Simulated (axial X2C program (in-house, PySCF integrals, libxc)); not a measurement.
# SeCN⁺: bond lengths and stretches, held linear

An exercise on one series of results from a longer session: the logs are not shown, and one member is left open.

The runs use an in-house X2C program for linear molecules on PySCF integrals; all-electron X2C, two-component (2c) or spin-free, Se dyall-v3z, C dyall-v3z, N dyall-av3z.

All values are calculated.

2 further runs of the same task are left out: 2 set aside as unsound or not needed.

The first run:

Contents of task.json:

```json
{
 "zs": [
  34,
  6,
  7
 ],
 "q": 1,
 "bas": [
  "dyall-v3z",
  "dyall-v3z",
  "dyall-av3z"
 ],
 "r0": [
  1.86,
  1.16
 ],
 "symm": 0,
 "scan": [
  "PBE0",
  "HF",
  "TPSSh"
 ],
 "levels": [
  "PBE0",
  "HF",
  "BHandHLYP"
 ],
 "nst": 2
}
```

Keys: zs atomic numbers; q charge; bas basis sets; r0 starting distance in Å; symm equal bonds; scan levels of the two-bond scan; levels methods; nst determinants followed.

Launch:

```sh
> python solin.py task.json out
```

Masses Se 79.917, C 12.000, N 14.003 u.

Steps of the session up to this table: Scan at PBE0, 2c; Scan at TPSSh, 2c; Scan at PBE0, spin-free.

One table of the session follows, with a row left open; its other results are not shown here.

| level | lower stretch (cm⁻¹) | upper stretch (cm⁻¹) |
| --- | --- | --- |
| PBE0, 2c | ? | ? |
| TPSSh, 2c | 607.9 | 1866.9 |
| PBE0, spin-free | 618.1 | 1913.2 |
| TPSSh, spin-free | 608.8 | 1867.0 |

**Question.** Estimate the row for PBE0, 2c.

**Answer.** lower stretch (cm⁻¹): 617.3; upper stretch (cm⁻¹): 1913.1. In the column «lower stretch (cm⁻¹)» it lies between TPSSh, spin-free (608.8) and PBE0, spin-free (618.1).

Scans not shown above were run alike.

The molecule was held linear; bending was not examined, so a bent shape may lie lower. Open-shell Ω = 0 determinants with evenly filled partner blocks cannot be reached by this program, so the Ω shown need not be the lowest component. Note: several unpaired electrons, one determinant need not be a pure state.
